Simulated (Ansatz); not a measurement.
# BGeH5S (SMILES [BH2][GeH2][SH]): one structure at several levels

The task here is to estimate one member of a computed series from the others.

Computed with Ansatz 0.2.0, Gaussian basis. Level: single points in def2-TZVPP.

Correlated methods freeze the cores. Filled d shells of the heavier atoms are correlated.

## The starting structure

SMILES `[BH2][GeH2][SH]`, 8 atoms, charge 0, spin multiplicity 1.

Atoms are counted from 1 here; the program's logs count them from 0.

Bond lengths: B1–Ge2 2.041 Å, B1–H4 1.142 Å, B1–H5 1.194 Å, Ge2–S3 2.234 Å, Ge2–H6 1.517 Å, Ge2–H7 1.461 Å, S3–H8 1.337 Å. Angles: Ge2–B1–H4 118.8°, Ge2–B1–H5 124.4°, H4–B1–H5 116.7°, B1–Ge2–S3 103.9°, B1–Ge2–H6 117.7°, B1–Ge2–H7 117.4°, S3–Ge2–H6 105.6°, S3–Ge2–H7 106.2°, H6–Ge2–H7 104.9°, Ge2–S3–H8 93.5°.

Coordinates:

```mol
BGeH5S
  3D, bonds by distance, orders not assigned

  8  7  0  0  0  0  0  0  0  0999 V2000
   -1.0219    1.0649   -0.7562 B   0  0
    0.5519    0.0035   -0.0071 Ge  0  0
   -0.4141   -1.5663    1.2553 S   0  0
   -1.5706    0.6620   -1.6727 H   0  0
   -1.4668    2.0543   -0.2563 H   0  0
    1.5178    0.7291    0.9106 H   0  0
    1.4004   -0.7061   -0.9617 H   0  0
    0.7396   -2.1969    1.4966 H   0  0
  1  2  8  0
  1  4  8  0
  1  5  8  0
  2  3  8  0
  2  6  8  0
  2  7  8  0
  3  8  8  0
M  END
```

The first run:

Input file run/in.yaml:

```yaml
crystal:
  periodic: [false, false, false]
  atoms:
    - {symbol: B, position_ang: [-1.021900, 1.064900, -0.756200]}
    - {symbol: Ge, position_ang: [0.551900, 0.003500, -0.007100]}
    - {symbol: S, position_ang: [-0.414100, -1.566300, 1.255300]}
    - {symbol: H, position_ang: [-1.570600, 0.662000, -1.672700]}
    - {symbol: H, position_ang: [-1.466800, 2.054300, -0.256300]}
    - {symbol: H, position_ang: [1.517800, 0.729100, 0.910600]}
    - {symbol: H, position_ang: [1.400400, -0.706100, -0.961700]}
    - {symbol: H, position_ang: [0.739600, -2.196900, 1.496600]}
basis:
  gaussian: {orbitals: def2-TZVPP}
correlation: {method: ccsd_t}
output: {forces: true}
```

The command line of these runs was not kept.

Steps of the session up to this table: CCSD(T)/def2-TZVPP; PBE0-D4/def2-TZVPP; wB97M-V/def2-TZVPP; r2SCAN-D4/def2-TZVPP; PBE-D4/def2-TZVPP; wB97X-V/def2-TZVPP; revPBE-D4/def2-TZVPP.

One of the session's tables, all rows but one given; the rest of the session is left out.

| method | RMS force component (eV/Å) | angle to CCSD(T) forces (°) | dipole (D) |
| --- | --- | --- | --- |
| CCSD(T) | 0.536 | reference | 1.50 |
| PBE0-D4 | ? | ? | ? |
| wB97M-V | 0.522 | 5.2 | 1.54 |
| r2SCAN-D4 | 0.549 | 6.6 | 1.45 |
| PBE-D4 | 0.622 | 14.8 | 1.34 |
| wB97X-V | 0.561 | 5.9 | 1.62 |
| revPBE-D4 | 0.631 | 15.1 | 1.35 |

Estimate the missing values for PBE0-D4.

As computed: RMS force component (eV/Å): 0.566; angle to CCSD(T) forces (°): 6.3; dipole (D): 1.49. In the column «RMS force component (eV/Å)» it lies between wB97X-V (0.561) and PBE-D4 (0.622).
